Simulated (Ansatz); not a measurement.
# Rb (bcc type): how the settings move a single-point run

Aim: see which settings change the result for Rb (bcc type), by how much, and at what cost.

Method: reference: DFT, LDA, PAW with Ansatz's default frozen-core files, scalar-relativistic, in Ansatz 0.2.0.

2 further runs of the same task are left out: 1 that didn't finish, 1 set aside as unsound or not needed. Runs told in other sessions of the task aren't counted.

### 1 Starting point

It takes space group Im-3m (No. 229, cubic). The conventional cell has a = 4.264 Å, b = 4.264 Å, c = 4.264 Å, α = 90.00°, β = 90.00°, γ = 90.00°. Around Rb (site symmetry m-3m) lie 8 Rb at 3.69 Å.

As a file:

```cif
data_structure
_symmetry_space_group_name_H-M 'Im-3m'
_symmetry_Int_Tables_number 229
_cell_length_a 4.2637
_cell_length_b 4.2637
_cell_length_c 4.2637
_cell_angle_alpha 90.000
_cell_angle_beta 90.000
_cell_angle_gamma 90.000
_cell_volume 77.51
loop_
_atom_site_label
_atom_site_type_symbol
_atom_site_symmetry_multiplicity
_atom_site_Wyckoff_symbol
_atom_site_fract_x
_atom_site_fract_y
_atom_site_fract_z
_atom_site_occupancy
Rb1 Rb 2 a 0.00000 0.00000 0.00000 1
```

### 2 Baseline

input.yaml reads:

```yaml
crystal:
  lattice:
    - [-2.1318555983, 2.1318555983, 2.1318555983]
    - [2.1318555983, -2.1318555983, 2.1318555983]
    - [2.1318555983, 2.1318555983, -2.1318555983]
  atoms:
    - { symbol: Rb, position: [0.0, 0.0, 0.0] }
kpoints:
  mp_grid: { grid: [11, 11, 11] }
scf:
  occupations: { method: fermi_dirac, width: 0.05 }
hamiltonian:
  xc: lda
  pseudopotentials: { kind: paw }
output:
  forces: true
  stress: true
  eigenvalues: true
  populations: true
  write_density: true
  write_potential: true
  elf: true
  volumetric_format: npy
```

The run is started by

```console
> ansatz run input.yaml --threads 1 --pin off --max-ram 2048MiB --backend cpu --events-out ev --progress --plain --runs-dir out
```

### 3 Changing settings: eigensolver.kind davidson, basis.precision f64

Changes to input.yaml since step 2:

```diff
@@ -11,2 +11,3 @@
   occupations: { method: fermi_dirac, width: 0.05 }
+  eigensolver: { kind: davidson }
 hamiltonian:
@@ -19,5 +20,3 @@
   populations: true
-  write_density: true
-  write_potential: true
-  elf: true
-  volumetric_format: npy
+basis:
+  precision: f64
```

Before running it: what results should come out? Wanted: for each run, ending; energy change; pressure; gap; force.

The runs gave:

| run | ending | energy change | pressure (GPa) | gap (eV) | force (eV/Å) | cycles | time |
| --- | --- | --- | --- | --- | --- | --- | --- |
| reference | converged | 0 | 8.1 | 0.00 | 0.00 | 6 | 1.8 s |
| 1: eigensolver.kind davidson, basis.precision f64 | converged | 0.0 meV/atom | 8.1 | 0.00 | 0.00 | 6 | 1.6 s |

Times don't compare one to one where runs were asked for different outputs or read a saved state (see the inputs); cycles may leave out searches for a lower state.

Residual by cycle in the longest SCF loop of each run; runs are numbered as in the table. The quantity is the density residual dr2, in eV.

| cycle | reference | run 1 |
| --- | --- | --- |
| 1 | 0.00275 | 0.00258 |
| 2 | 8.4e-4 | 8.8e-4 |
| 3 | 3.8e-5 | 2.1e-5 |
| 4 | 1.1e-6 | 1.4e-6 |
| 5 | 6.9e-9 | 4.9e-8 |
| 6 | 4.4e-10 | 1.1e-9 |

Energy and cycle count are those of the reference, so the change (solver and arithmetic precision) left the result and the number of cycles as they were.
